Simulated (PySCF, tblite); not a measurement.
# C₅H₆FNSi: geometry, infrared bands and NMR shifts

Wanted: the infrared bands and NMR shifts of C₅H₆FNSi (`Fc1ccc([SiH3])nc1`), by calculation.

The runs use tblite 0.8.0 and PySCF 2.14.0, with density-fitted response routines of our own; the level of theory stands in each step. All values are computed, except where a source is named. Atoms are numbered from 0 throughout.

### 1 The starting structure

14 atoms, charge 0, multiplicity 1; geometry from: force field or distance geometry start.

Bonds of the start (Å): F0–C1 1.34, C1–C2 1.40, C2–C3 1.36, C3–C4 1.37, C4–Si5 1.86, C4–N6 1.36, N6–C7 1.35, C7–C1 1.38, C2–H8 1.10, C3–H9 1.09, Si5–H10 1.47, Si5–H11 1.47, Si5–H12 1.49, C7–H13 1.09.

### 2 Geometry optimisation with GFN2-xTB

The job: settings as JSON, then the geometry in Å.

```
{"job": {"kind": "relax", "xc": "GFN2-xTB", "basis": "xTB"}, "charge": 0, "multiplicity": 1}
F     -3.388000     0.675400    -0.021400
C     -2.069500     0.434700    -0.034400
C     -1.542500    -0.673900     0.638000
C     -0.192300    -0.862700     0.586800
C      0.593500     0.029700    -0.089000
Si     2.435200    -0.211500    -0.171400
N      0.085100     1.108200    -0.742100
C     -1.252100     1.324000    -0.706300
H     -2.195600    -1.372100     1.176700
H      0.309100    -1.698900     1.080600
H      3.155600     1.011200     0.200800
H      2.849300    -0.689200    -1.497700
H      2.870000    -1.266400     0.793500
H     -1.658500     2.190900    -1.236200
```

The run is started by

```console
$ OMP_NUM_THREADS=1 python probes_run.py task.json out
```

This one command runs all jobs of the session in turn.

**Question.** This job is followed by: GFN2-xTB harmonic vibrations, gas phase; GIAO PBE0/pcSseg-1 NMR shielding, non-relativistic, gas phase. What will the session give for the following? strongest single infrared mode (GFN2-xTB); zero-point energy (GFN2-xTB); 13C shifts against TMS (PBE0/pcSseg-1); 1H shifts against TMS (PBE0/pcSseg-1, means over atoms taken as alike); 19F shifts against CFCl3 (PBE0/pcSseg-1); 29Si shifts against TMS (PBE0/pcSseg-1); 15N shifts against NH3 (PBE0/pcSseg-1).

**Answer**, as computed:

```
                                                              quantity                                  value
                             strongest single infrared mode (GFN2-xTB)                   782 cm⁻¹, 367 km/mol
                                          zero-point energy (GFN2-xTB)                          57.1 kcal/mol
                                13C shifts against TMS (PBE0/pcSseg-1)  169.2, 161.9, 144.4, 137.7, 127.2 ppm
1H shifts against TMS (PBE0/pcSseg-1, means over atoms taken as alike)             9.02, 7.85, 7.55, 4.55 ppm
                              19F shifts against CFCl3 (PBE0/pcSseg-1)                             -130.6 ppm
                               29Si shifts against TMS (PBE0/pcSseg-1)                              -73.7 ppm
                                15N shifts against NH3 (PBE0/pcSseg-1)                              391.8 ppm
```

The optimisation took 31 steps and gained 0.169 eV; among the close pairs (by a distance rule), N6–C7 changed most, from 1.355 to 1.317 Å. The lowest mode is imaginary (35i cm⁻¹), so the xTB geometry is not a minimum. The strongest single mode, at 782 cm⁻¹, moves mainly H12 and H11. Unscaled tight-binding wavenumbers are off by several per cent, some by more. Its intensities can rank the bands wrongly. At PBE0/pcSseg-1: Shielding is most anisotropic at N6 (span 768 ppm, paramagnetic term -457 ppm). NICS(1)zz of -28 ppm above the planar ring from C1 marks a diatropic (aromatic) ring current.
